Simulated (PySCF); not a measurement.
**PtC: bond curves at several levels of theory**

The task here is to estimate one member of a computed series from the others.

Method: Pt def2-TZVPP with ECP60, C def2-TZVPP, scalar-relativistic core potentials; program: PySCF 2.14.0.

The first run:

The job is set up so:

* atoms: Pt, C
* charge: 0
* basis: Pt def2-TZVPP with ECP60, C def2-TZVPP
* Hamiltonian: scalar-relativistic core potentials
* basis functions: 87
* electrons treated: 24
* masses in u: 194.9648, 12.0000
* levels: PBE0, PBE, r²SCAN, BLYP, PBEsol, r²SCAN0, M06-L, ωB97X-V, HF, MP2, SCS-MP2, CCSD, CCSD(T)
* grid: 80 radial by 434 angular points
* occupations: held fixed by the projection of orbital angular momentum
* dissociation limit: Pt + C, each in its ground configuration
* starting distance in angstrom: 1.885
* values of 2S to try: 0, 2, 4, 6

Run with:

```bash
$ OMP_NUM_THREADS=1 python dia.py task.json out
```

Among the steps run: Input; First curve: PBE0; Excited determinants; PBE (GGA); r²SCAN (meta-GGA); BLYP (GGA); PBEsol (GGA); r²SCAN0; M06-L; ωB97X-V (range-separated hybrid); RHF; Correlated methods on the Hartree–Fock reference.

One of the session's tables, all rows but one given; the rest of the session is left out.

Energy (eV) from each level's lowest point:

```
R (Å)    RHF  RHF-MP2  RHF-SCS-MP2  RHF-CCSD  RHF-CCSD(T)
1.431  1.879    2.066        2.067       n/a          n/a
1.498  0.839    0.836        0.848     0.937        1.060
1.564  0.267    0.188        0.199     0.298        0.369
1.614  0.062    0.000        0.003     0.068        0.103
1.664  0.000    0.012        0.000     0.000        0.000
1.714      ?        ?            ?         ?            ?
1.780  0.230    0.588        0.524     0.280        0.202
1.864  0.590    1.292        1.180     0.718        0.586
1.964  1.125    2.293        2.116     1.381        1.180
2.097  1.890    3.714        3.442       n/a          n/a
```

**Question.** Estimate the row for R (Å) = 1.714.

Worked estimate for «RHF». A straight line through the neighbours (1.664, 0.000) and (1.780, 0.230) gives 0.000 + (0.230 − 0.000) × (1.714 − 1.664) / (1.780 − 1.664) = 0.099; a parabola fitted to 4 rows on both sides gives 0.058.

As computed: RHF: 0.046; RHF-MP2: 0.180; RHF-SCS-MP2: 0.149; RHF-CCSD: 0.058; RHF-CCSD(T): 0.024. In «RHF» the line misses by +0.053 and the parabola by +0.012.
